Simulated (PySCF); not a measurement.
# SnB (quartet) with other numerical set-ups

Aim: see how much the energy and properties of SnB (quartet) depend on the numerical set-up.

Method: each script names its method and basis; program: PySCF 2.14.0.

### 1 The starting structure

SnB (quartet): 2 atoms, charge 0, spin multiplicity 4.

Bond lengths: Sn1–B2 1.949 Å.

### 2 Base script

input.py

```python
from pyscf import gto, scf

mol = gto.M(
    atom='Sn 0 0 0; B 0 0 1.949',
    basis='sbkjc',
    ecp={'Sn': 'sbkjc', 'B': 'sbkjc'},
    charge=0,
    spin=3,
    verbose=4,
)
mf = scf.UHF(mol)
mf.kernel()
mf.dip_moment()
print('orbital energies (hartree):', [e[max(0, n-3):n+3].round(4) for e, n in zip(mf.mo_energy, mol.nelec)])
```

Run with:

```bash
> OMP_NUM_THREADS=1 python input.py
```

Its log is not repeated here.

In short: E(SCF) = -5.834508 Eh, 13 cycles, ⟨S²⟩ = 3.754, μ = 0.55 D.

The bond length is a typed value, not an optimised one. The quartet is typed in the script; nothing here shows that it is the ground state.

### 3 Ano-rcc-vdzp (core potential off, X2C on)

Edit 1 changes basis set: sbkjc → ano-rcc-vdzp; core potential: on → off; spin-free X2C: off → on. The core potential changes with it: totals don't compare.

input.py

```python
from pyscf import gto, scf

mol = gto.M(
    atom='Sn 0 0 0; B 0 0 1.949',
    basis='ano-rcc-vdzp',
    charge=0,
    spin=3,
    verbose=4,
)
mf = scf.UHF(mol)
mf = mf.sfx2c1e()
mf.kernel()
mf.dip_moment()
print('orbital energies (hartree):', [e[max(0, n-3):n+3].round(4) for e, n in zip(mf.mo_energy, mol.nelec)])
```

Run with:

```bash
> OMP_NUM_THREADS=1 python input.py
```

### 4 Def2-svp

Edit 2 changes basis set: sbkjc → def2-svp. The core potential changes with it: totals don't compare.

Changes to input.py since step 2:

```diff
@@ -4,4 +4,4 @@
     atom='Sn 0 0 0; B 0 0 1.949',
-    basis='sbkjc',
-    ecp={'Sn': 'sbkjc', 'B': 'sbkjc'},
+    basis='def2-svp',
+    ecp={'Sn': 'def2-svp'},
     charge=0,
```

What does the calculation give? Wanted: for each run, E(SCF); from base; gap, α spin; SCF dipole.

As calculated:

| run | E(SCF) (hartree) | from base (eV) | cycles | gap, α spin (eV) | SCF dipole (D) | functions |
| --- | --- | --- | --- | --- | --- | --- |
| base | -5.834508 | 0 | 13 | 9.38 | 0.55 | 16 |
| ano-rcc-vdzp (core potential off, X2C on) | -6198.292715 | not comparable | 14 | 9.83 | 0.66 | 57 |
| def2-svp | -237.879536 | not comparable | 14 | 9.78 | 0.75 | 40 |

**Reading.** The dearest run is “ano-rcc-vdzp (core potential off, X2C on)”, at 6.1 s against 0.56 s.
